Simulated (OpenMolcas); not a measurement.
# Ce²⁺ among point charges: CASSCF levels and susceptibility

How does a field of 12 point charges split the states of Ce²⁺, and what χT follows?

The numbers are computed with OpenMolcas 26.06 (state-averaged CASSCF, spin-orbit coupling by RASSI with atomic mean-field integrals), except any that are marked as measured or tabulated.

1 further run of the same task is left out (it didn't finish).

**1. What is computed**

- Species: Ce²⁺ (cerium, Z = 58, 56 electrons)
- Basis: ANO-RCC-VDZP [7s6p4d2f1g], 68 functions
- Scalar Hamiltonian: DKH2, point nucleus
- Inactive shells: 1s 2s 2p 3s 3p 3d 4s 4p 4d 5s 5p
- Active space: 2 electrons in 7 orbitals (4f)
- Some configurations of this space: 4f²
- Orbitals: optimised for the highest spin of each parity, averaged over all roots

The outer shells:

4f2
```
4f [↑ ][↑ ][  ][  ][  ][  ][  ]
```

The ion sits among 12 point charges of -1 e arranged as a cuboctahedron (Oh), 2.41 Å from the ion. The active orbitals were held to one l.

The work runs as a chain of OpenMolcas steps in one folder; each step below is one input file. Labels, J, g values, rates, χT and fits are worked out afterwards by a script from the matrices that RASSI stores. The input lists half of the charges; inversion (Group=XYZ) makes the rest.

**2. One- and two-electron integrals**

a.inp reads:

```
&GATEWAY
Coord
1

Ce 0.0 0.0 0.0
Basis=ANO-RCC-VDZP
Group=XYZ
NoMove
AngMom=0.0 0.0 0.0
AMFI
XField
6 Angstrom 0
1.704127 1.704127 0.000000 -1.000000
1.704127 -1.704127 0.000000 -1.000000
0.000000 1.704127 1.704127 -1.000000
0.000000 1.704127 -1.704127 -1.000000
1.704127 0.000000 1.704127 -1.000000
1.704127 0.000000 -1.704127 -1.000000
&SEWARD
```

The run is started by

```console
OMP_NUM_THREADS=1 MOLCAS_MEM=2252 MOLCAS_PROJECT=a pymolcas a.inp > a.log
```

**3. CASSCF: triplets of even parity, 21 roots**

a.inp reads:

```
&RASSCF
FileOrb=start.orb
Symmetry=1
Spin=3
nActEl=2 0 0
Inactive=15 12
Ras2=0 7
CIRoot=21 21 1
SDav=21
CIMx=300
Iter=120 100
PrWF=0.3
OrbListing=Nothing
MaxOrb=0
SupSym
0
1
14 13 14 15 16 17 18 19 26 27 28 29 30 31 32
>>> COPY $Project.JobIph JOB001
```

start.orb holds the contracted functions of the basis, ordered by shell, or the orbitals of the step before.

**4. Reference wave functions, singlets of even parity, 28 roots**

a.inp reads:

```
&RASSCF
FileOrb=start.orb
Symmetry=1
Spin=1
nActEl=2 0 0
Inactive=15 12
Ras2=0 7
CIRoot=28 28 1
SDav=28
CIMx=300
Iter=120 100
PrWF=0.3
OrbListing=Nothing
MaxOrb=0
CIOnly
SupSym
0
1
14 13 14 15 16 17 18 19 26 27 28 29 30 31 32
>>> COPY $Project.JobIph JOB002
```

**5. State interaction with spin-orbit coupling**

a.inp reads:

```
&RASSI
NrOfJobIphs=2 21 27
1 2 3 4 5 6 7 8 9 10 11 12 13 14 15 16 17 18 19 20 21
1 2 3 4 5 6 7 8 9 10 11 12 13 14 15 16 17 18 19 20 21 22 23 24 25 26 27
IphNames
JOB001
JOB002
EJob
SpinOrbit
DIPRint=1.0
SOCoupling=1000.0
Subsets=2
Property=9
'ANGMOM' 1 'ANGMOM' 2 'ANGMOM' 3 'MLTPL  1' 1 'MLTPL  1' 2 'MLTPL  1' 3
'AMFI' 1 'AMFI' 2 'AMFI' 3
SOProperty=3
'ANGMOM' 1 'ANGMOM' 2 'ANGMOM' 3
```

Q: Predict the outcome of this session. Wanted: spin-free ground state; first state of the same spin within the active space; lowest level; next level.

As calculated:

```
                                            quantity                            value
                                              method                           CASSCF
                              spin-free ground state  3T1, 3-fold in its orbital part
first state of the same spin within the active space                 3T2 at 80.5 cm⁻¹
                                        lowest level   2-fold E, g = 0.00, 0.00, 0.00
                                          next level                        15.3 cm⁻¹
                                         χT at 300 K                   1.50 cm³ K/mol
                           effective moment at 300 K                          3.46 μB
```

**Reading.** The spin-free ground state (3T1) comes to 99 % from free-ion H terms and keeps the highest spin of the shell. The singlets rest on orbitals optimised for another spin in at least one step, which raises them against the optimised states. Not all states of the active space went into the spin-orbit step. Point charges carry no covalency, so the field is a model and not that of real ligands.
